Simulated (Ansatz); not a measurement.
# Rh (Rhodium): the cost of one run

Computed with Ansatz 0.2.0, driven from Python. Level of theory: DFT PBE, plane waves, PAW.

The COD entry's cell or inner coordinates are ideal or old and differ from later refinements, so a difference from it is no clean test against experiment.

## (1) The structure

It takes space group Fm-3m (No. 225, cubic). Conventional cell: a = 3.796 Å, b = 3.796 Å, c = 3.796 Å, α = 90.00°, β = 90.00°, γ = 90.00°. Rh (site symmetry m-3m) is surrounded by 12 Rh at 2.68 Å.

The script holds or builds the structure itself.

## (2) The script

Contents of rh.py:

```python
"""Cutoff test for Rh."""

import ansatz as az
from tabulate import tabulate


def main() -> None:
    crystal = (
        az.Lattice.of((0.0, 1.89785, 1.89785), (1.89785, 0.0, 1.89785), (1.89785, 1.89785, 0.0))
        .atom("Rh", (0.0, 0.0, 0.0))
    )

    setup = crystal.calculation()
    setup = setup.functional("pbe")
    setup = setup.kpoints(15)
    setup = setup.occupations("cold", width=0.1)
    setup = setup.scf(tolerance=1e-09)
    setup = setup.forces()
    setup = setup.stress()

    rows = []
    for value in [300, 400, 500, 600, 700, 800]:
        r = setup.basis(value).run().report
        rows.append((value, r["free_energy_ev"] / len(r["lattice"]["sites"]), r["n_iterations"], sum(r["stress_gpa"][i][i] for i in range(3)) / 3, max(abs(f) for row in r["forces_ev_ang"] for f in row), r["n_pw"]))

    print(tabulate(rows, headers=["cutoff (eV)", "F/atom (eV)", "iterations", "P (GPa)", "max component (eV/A)", "plane waves"], floatfmt=".4f", tablefmt="grid"))

    # differences from the last row
    for row in rows[:-1]:
        shift = 1000 * (row[1] - rows[-1][1])
        print(f"{row[0]}: {shift:+.2f} meV/atom" + ("  (within 1 meV)" if abs(shift) < 1 else ""))


if __name__ == "__main__":
    main()
```

## (3) The calls as engine input

The engine receives this input (first run):

```yaml
crystal:
  lattice:
    - [0.0, 1.89785, 1.89785]
    - [1.89785, 0.0, 1.89785]
    - [1.89785, 1.89785, 0.0]
  atoms:
    - { symbol: Rh, position: [0.0, 0.0, 0.0] }
basis:
  ecutwfc: 300.0
kpoints:
  mp_grid:
    grid: [15, 15, 15]
hamiltonian:
  xc: pbe
scf:
  convergence:
    dr2_threshold: 1.0e-09
  occupations:
    method: cold
    width: 0.1
output:
  forces: true
  stress: true
```

## (4) The run

The run is started by

```bash
> python rh.py
```

**Question.** How long does this script take on 1 thread of Arm Neoverse V2, shared host, and how much memory does it need?

About 8.5 s, with a peak of 0.41 GiB.
